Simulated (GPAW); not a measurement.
CsLiCr2Te2S3 in GPAW: convergence with plane-wave cutoff (eV)

Input of the first run (plane-wave cutoff (eV) 400); the others differ in this setting and in those tied to it:

The input run.py:

```python
from ase import Atoms
from ase.dft.bandgap import bandgap
from ase.io import write
from ase.units import GPa
from ase.parallel import parprint
from gpaw import GPAW, PW

atoms = Atoms(['Cs', 'Li', 'Cr', 'Cr', 'Te', 'Te', 'S', 'S', 'S'],
              cell=[[3.42162, -5.18069, 0.00784],
                    [3.42162, 5.18069, 0.00784],
                    [-2.90411, 0.0, 7.43093]],
              scaled_positions=[[0.09374, 0.09374, 0.00853],
                                [0.58875, 0.58875, 0.55336],
                                [0.05646, 0.46755, 0.5579],
                                [0.46755, 0.05646, 0.5579],
                                [0.56486, 0.87357, 0.29035],
                                [0.87357, 0.56486, 0.29035],
                                [0.81151, 0.39697, 0.73347],
                                [0.39697, 0.81151, 0.73347],
                                [0.21404, 0.21404, 0.48371]],
              pbc=True)
atoms.set_initial_magnetic_moments([0.0, 0.0, 3.0, 3.0, 0.0, 0.0, 0.0, 0.0, 0.0])

calc = GPAW(mode=PW(400),
            xc='PBE',
            kpts={'size': (4, 4, 3), 'gamma': True},
            occupations={'name': 'fermi-dirac', 'width': 0.05},
            nbands=49,
            convergence={'density': 1e-05, 'energy': 1e-05},
            maxiter=100,
            txt='gpaw.txt')
atoms.calc = calc
energy = atoms.get_potential_energy()
forces = atoms.get_forces()
stress = atoms.get_stress()
calc.write('gs.gpw')
write('result.traj', atoms)
parprint(f'Energy: {energy:.6f} eV')
parprint('Forces (eV/A):')
parprint(forces.round(4))
parprint('Stress (GPa):', (stress / GPa).round(3))
parprint('Moments:', calc.get_magnetic_moments().round(3))
parprint('Fermi level:', round(calc.get_fermi_level(), 4), 'eV')
parprint(f'Gap: {bandgap(calc)[0]:.4f} eV, direct: {bandgap(calc, direct=True)[0]:.4f} eV')
```

Potentials or basis: GPAW PAW data sets (gpaw-data 1.2.1), pw.

The run is started by

```console
$ OMP_NUM_THREADS=1 mpirun -n 8 gpaw python run.py
```

The cell was built by a generator and needn't be a form met in nature.

Hardware: 8 MPI ranks on Intel(R) Xeon(R) Platinum 8259CL CPU @ 2.50GHz (Skylake/Cascade Lake) (shared host).

Question: The values tried are 400, 500, 600, 700, 800, 1000, 1200, loosest first. From which on does the energy stay within 1 meV/atom of the tightest run that finished?

Answer: From 1000 on.

```tsv
plane-wave cutoff (eV)	energy less the tightest run, at zero smearing (meV/atom)	pressure (GPa)	SCF cycles	CPU time (s)
400	22.19	-0.10	18	390
500	11.50	0.20	18	550
600	8.76	0.17	18	630
700	4.56	0.15	18	780
800	1.68	0.20	18	910
1000	0.18	0.24	18	1300
1200	0.00	0.25	18	1600
```

Against the tightest run, the pressure stays within 0.1 GPa from 500 on. The tightest run that finished is the yardstick and may itself not be fully converged.

Caveat, for the tightest run too: only a ferromagnetic start was run, and an antiferromagnetic order may lie lower in energy. Spin-orbit coupling is left out, which matters for the levels of Cs, Te.
